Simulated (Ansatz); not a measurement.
# CH6AlGeSb, SMILES [CH3][Sb]1[AlH][GeH2]1: vertical spin-state energies

Computed with Ansatz 0.2.0 through its Python package.

Interactive session:
```pycon
>>> import ansatz as az
>>> GEOMETRY = """
... C    -1.04410    0.92930   -1.06620
... Sb    0.88510    0.13320   -1.33410
... Al    0.26220   -1.96940    0.21490
... Ge    1.38970    0.10170    1.16430
... H    -1.83740    0.15160   -1.00750
... H    -1.12290    1.61920   -0.16630
... H    -1.31200    1.60220   -1.95610
... H    -0.26680   -3.42120    0.41420
... H     0.34570    0.92850    2.09390
... H     2.78360   -0.12610    1.64590
... """
>>> molecule = az.Crystal.molecule()
>>> for line in GEOMETRY.strip().splitlines():
...     symbol, *xyz = line.split()
...     molecule = molecule.atom(symbol, [float(v) for v in xyz])
...
>>> base = molecule.calculation()
>>> base = base.basis(gaussian="def2-TZVP")
>>> base = base.functional("cam_b3lyp")
>>> found = {}
>>> for unpaired in [0, 2, 4]:
...     summary = base.spin("collinear", total=unpaired).run(threads=1, pin="off").report
...     s = unpaired / 2
...     found[unpaired] = summary["free_energy_ev"]
...     print(f"2S+1 = {unpaired + 1}: E = {found[unpaired]:.5f} eV, <S^2> = {abs(summary['mean_field']['state']['spin_squared']):.3f} (pure state {s * (s + 1):.2f})")
...
2S+1 = 1: E = -70789.51726 eV, <S^2> = 0.000 (pure state 0.00)
2S+1 = 3: E = -70788.11476 eV, <S^2> = 2.012 (pure state 2.00)
2S+1 = 5: E = -70784.25099 eV, <S^2> = 6.011 (pure state 6.00)
>>> lowest = min(found, key=found.get)
>>> for unpaired, e in found.items():
...     print(f"multiplicity {unpaired + 1}: {(e - found[lowest]):.3f} eV above the lowest")
...
multiplicity 1: 0.000 eV above the lowest
multiplicity 3: 1.402 eV above the lowest
multiplicity 5: 5.266 eV above the lowest
```

In order: multiplicity 1 (+0.00 eV), multiplicity 3 (+1.40 eV) and multiplicity 5 (+5.27 eV), all at the one geometry.

These settings explore the input space; basis and method may be short of convergence. The geometry is a force-field or estimated start, not a minimum of this method, and the basis set is short of its limit. All parts are taken at fixed geometry, without zero-point energy. def2 sets replace the cores of elements past krypton by effective core potentials. Spin-orbit coupling, which mixes and shifts the spin states of heavy atoms, is left out. Run time: 3.7 min on 1 thread of Arm Neoverse V1 (shared host), peak memory 1.4 GiB.
